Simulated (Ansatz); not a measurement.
Crystal: WAu.

```xyz
2
Lattice="0.0000 2.9092 2.9092 2.9092 0.0000 2.9092 2.9092 2.9092 0.0000" Properties=species:S:1:pos:R:3 pbc="T T T"
W     0.0000    0.0000    0.0000
Au    4.3638    4.3638    4.3638
```

The cell was built by a generator and needn't be a form met in nature.

Base run:

- Program: Ansatz 0.2.0
- Functional: LDA
- Potentials or basis: Ansatz PAW
- Cutoff: 420 eV (not typed: the program's choice for these potentials)
- k mesh: 8 × 8 × 8
- Occupations: fermi-dirac, width 0.05 eV
- Spin: no spin polarisation
- Hubbard terms: Au d U = 3 eV, W d U = 3 eV

Its results: band gap on the k mesh none (metal or under the smearing width); pressure -5.1 GPa.

**Question.** After a change of settings the same cell gave: band gap on the k mesh none (metal or under the smearing width); pressure -7.6 GPa. Which change was it?
A. hubbard terms from Au d U = 3 eV, W d U = 3 eV to none; hubbard projectors from ortho-atomic (the default) to none
B. hubbard terms from Au d U = 3 eV, W d U = 3 eV to Au d U = 5 eV, W d U = 5 eV
C. functional from LDA to PBE; hubbard terms from Au d U = 3 eV, W d U = 3 eV to none; hubbard projectors from ortho-atomic (the default) to none

**Answer.** A.

Caveats: the PAW data sets come from PBE, with cores solved anew for the run's functional, which leaves a small shift of forces and pressure; U without spin polarisation on a metal has little footing (some runs); the U is typed as a test and isn't derived for this compound (some runs).
